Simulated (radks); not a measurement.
# Taking charge from the 3p level of In²⁺ in fractions

The task here is to estimate one member of a computed series from the others.

Method: Dirac Kohn-Sham, PBE, spin-unpolarised, spherical densities, finite nucleus; open shells are shared between the two j in proportion to 2j + 1. Code: radks (a radial shooting solver on a logarithmic mesh, Libxc functionals) version 1.

### Starting point

- element: indium (Z = 49)
- charge: +2
- electrons: 47
- configuration: [Kr] 4d10 5s1
- nuclear rms radius: 4.6156 fm

The outer shells:

In²⁺
```
[Kr] core
4d [↑↓][↑↓][↑↓][↑↓][↑↓]
5s [↑ ]
```

Set-up of the first run:

The run's settings:

```text
Z 49
configuration [Kr] 4d10 5s1
relativity Dirac
functional pbe,pbe
spin unpolarised
j_filling average
nucleus finite rms 4.6156 fm
c 137.035999084
```

Steps of the session up to this table: Start: [Kr] 4d10 5s1.

One table of the session follows, with a row left open; its other results are not shown here.

It belongs to the step «Start: [Kr] 4d10 5s1». From the orbitals of this run (lengths in bohr):

```
level     <r>  outermost maximum (interpolated)  90 % within  nodes
3d3/2  0.3223                             0.257        0.509      0
3d5/2  0.3258                             0.259        0.514      0
4s1/2  0.8481                             0.770         1.23      3
4p1/2  0.9010                             0.800         1.33      2
4p3/2  0.9312                             0.824         1.37      2
4d3/2       ?                                 ?            ?      ?
4d5/2   1.171                             0.935         1.83      1
5s1/2   2.342                              2.04         3.41      4
```

Estimate the missing values for 4d3/2.

As computed: <r>: 1.156; outermost maximum (interpolated): 0.925; 90 % within: 1.81; nodes: 1. In the column «<r>» it lies between 4p3/2 (0.9312) and 4d5/2 (1.171).
